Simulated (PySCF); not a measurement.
# C2H3BBrFO2: the cost of one run

Programs: PySCF 2.14.0, with density-fitted response routines of our own. Each step states its level of theory. These are calculated values for one molecule in the gas phase, unless marked as measured. Atoms are numbered from 0 throughout.

### 1 The starting structure

10 atoms, charge 0, multiplicity 1; geometry from: GFN2-xTB. The atoms were then displaced at random by about 0.01 Å, so the start is not that level's minimum.

Bonds of the start (Å): F0–C1 1.38, C1–C2 1.55, C2–O3 1.46, O3–B4 1.35, B4–Br5 1.84, B4–O6 1.36, O6–C1 1.39, C1–H7 1.08, C2–H8 1.12, C2–H9 1.07.

### 2 Relaxing the molecule at PBE0-D3(BJ)/def2-SVP

The job: settings as JSON, then the geometry in Å.

```
{"job": {"xc": "PBE0", "basis": "def2-SVP", "d3": "d3bj", "grid": 1, "shake": 0.01, "kind": "geom"}, "charge": 0, "multiplicity": 1}
F     -1.010100    -1.129400     1.385630
C     -0.772780    -0.644400     0.119010
C     -0.536800     0.883930     0.157500
O      0.888280     1.024810    -0.144540
B      1.357500    -0.210590    -0.418940
Br     3.106210    -0.506600    -0.902270
O      0.426550    -1.198710    -0.325060
H     -1.590860    -0.953940    -0.512540
H     -0.710350     1.286170     1.185880
H     -1.107210     1.427800    -0.565710
```

The run is started by

```console
> OMP_NUM_THREADS=1 python probes_run.py task.json out
```

One launch serves the whole session: the jobs run in the order shown.

**Question.** How long does this first job take on 1 thread of Arm Neoverse V1, shared host, and how much memory does it need?

About 60 s, with a peak of 0.51 GiB.
